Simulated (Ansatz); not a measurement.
# CH8GaNSi: one species, many methods

The task here is to estimate one member of a computed series from the others.

Method: functionals in def2-TZVPP, the program's frozen cores in correlated methods; program: Ansatz 0.2.0, Gaussian basis.

Levels to be run: LDA (SPW92), PBE-D4, revPBE-D4, BLYP-D4, r2SCAN-D4, B97M-V, PBE0-D4, B3LYP-D4, r2SCANh-D4, r2SCAN0-D4, HSE06-D4, BHLYP-D4, CAM-B3LYP-D4, LC-ωPBE, ωB97X-V, ωB97M-V, B2PLYP, PBE-QIDH; CCSD(T)/def2-SVP; CCSD(T)/def2-TZVPP; MP2/def2-QZVPP; extrapolation to the limit; RPA on PBE.

**The relaxed structure**

An earlier PBE0-D4 in a triple-zeta def2 set relaxation fixed the geometry.

SMILES `CN[SiH2][GaH2]`, 12 atoms, charge 0, spin multiplicity 1.

Atoms are counted from 1 here; the program's logs count them from 0.

Bond lengths: C1–N2 1.448 Å, C1–H5 1.094 Å, C1–H6 1.099 Å, C1–H7 1.093 Å, N2–Si3 1.723 Å, N2–H8 1.007 Å, Si3–Ga4 2.409 Å, Si3–H9 1.504 Å, Si3–H10 1.493 Å, Ga4–H11 1.574 Å, Ga4–H12 1.578 Å. Angles: N2–C1–H5 110.9°, N2–C1–H6 113.7°, N2–C1–H7 109.4°, H5–C1–H6 108.1°, H5–C1–H7 107.1°, H6–C1–H7 107.4°, C1–N2–Si3 123.1°, C1–N2–H8 113.6°, Si3–N2–H8 117.4°, N2–Si3–Ga4 109.0°, N2–Si3–H9 114.4°, N2–Si3–H10 107.8°, Ga4–Si3–H9 109.2°, Ga4–Si3–H10 112.0°, H9–Si3–H10 104.5°, Si3–Ga4–H11 122.1°, Si3–Ga4–H12 120.7°, H11–Ga4–H12 117.2°.

Set-up of the first run:

Contents of in.yaml:

```yaml
crystal:
  periodic: [false, false, false]
  atoms:
    - {symbol: C, position_ang: [-0.736983, 1.953563, 0.381411]}
    - {symbol: N, position_ang: [-0.623487, 0.515911, 0.255398]}
    - {symbol: Si, position_ang: [0.807100, -0.270987, -0.296359]}
    - {symbol: Ga, position_ang: [0.470402, -2.655201, -0.218499]}
    - {symbol: H, position_ang: [-1.516270, 2.221417, 1.100665]}
    - {symbol: H, position_ang: [-0.957853, 2.463378, -0.566295]}
    - {symbol: H, position_ang: [0.204156, 2.361014, 0.760347]}
    - {symbol: H, position_ang: [-1.502767, 0.056057, 0.081847]}
    - {symbol: H, position_ang: [1.235607, 0.121924, -1.683099]}
    - {symbol: H, position_ang: [1.934274, 0.164901, 0.580656]}
    - {symbol: H, position_ang: [1.666624, -3.672898, -0.316738]}
    - {symbol: H, position_ang: [-0.980813, -3.259086, -0.079346]}
basis:
  gaussian: {orbitals: def2-TZVPP}
hamiltonian: {xc: lda}
output: {orbitals: {seedname: orbitals}}
```

Started as:

```console
> ansatz run in.yaml --threads 2 --pin off --events-out ev --progress --plain --max-ram 32768MiB --backend cpu
```

Among the steps run: LDA; PBE-D4 (GGA); revPBE-D4 (GGA); BLYP-D4 (GGA); r2SCAN-D4 (meta-GGA); B97M-V (meta-GGA); B3LYP-D4 (hybrid); r2SCANh-D4 (hybrid); r2SCAN0-D4 (hybrid); HSE06-D4 (hybrid); BHLYP-D4 (hybrid); CAM-B3LYP-D4 (range-separated); LC-ωPBE (range-separated); ωB97X-V (range-separated); ωB97M-V (range-separated); B2PLYP (double hybrid); PBE-QIDH (double hybrid).

One of the session's tables, all rows but one given; the rest of the session is left out.

It belongs to the step «Orbital energies across the functionals». 

```
  functional  HOMO (eV)  LUMO (eV)  gap (eV)
 LDA (SPW92)      -5.50      -3.02      2.49
      PBE-D4      -5.41      -2.76      2.64
   revPBE-D4      -5.37      -2.65      2.72
     BLYP-D4      -5.31      -2.69      2.62
   r2SCAN-D4      -5.67      -2.54      3.13
      B97M-V      -5.84      -2.77      3.07
     PBE0-D4      -6.73      -1.97      4.76
    B3LYP-D4          ?          ?         ?
  r2SCANh-D4      -6.17      -2.26      3.91
  r2SCAN0-D4      -6.91      -1.85      5.06
    HSE06-D4      -6.32      -2.34      3.99
    BHLYP-D4      -7.96      -1.20      6.76
CAM-B3LYP-D4      -8.10      -1.05      7.05
     LC-ωPBE      -9.43       0.12      9.56
     ωB97X-V      -9.11      -0.03      9.08
     ωB97M-V      -9.00      -0.25      8.75
```

Estimate the missing values for B3LYP-D4.

Worked estimate for «HOMO (eV)». Against the share of exact exchange, BLYP-D4 (0, -5.31), BHLYP-D4 (0.5, -7.96) give a slope of -5.30 per unit share; at 0.2 the line stands at -6.37.

As computed: HOMO (eV): -6.52; LUMO (eV): -2.22; gap (eV): 4.30. In «HOMO (eV)» the line misses by +0.15.
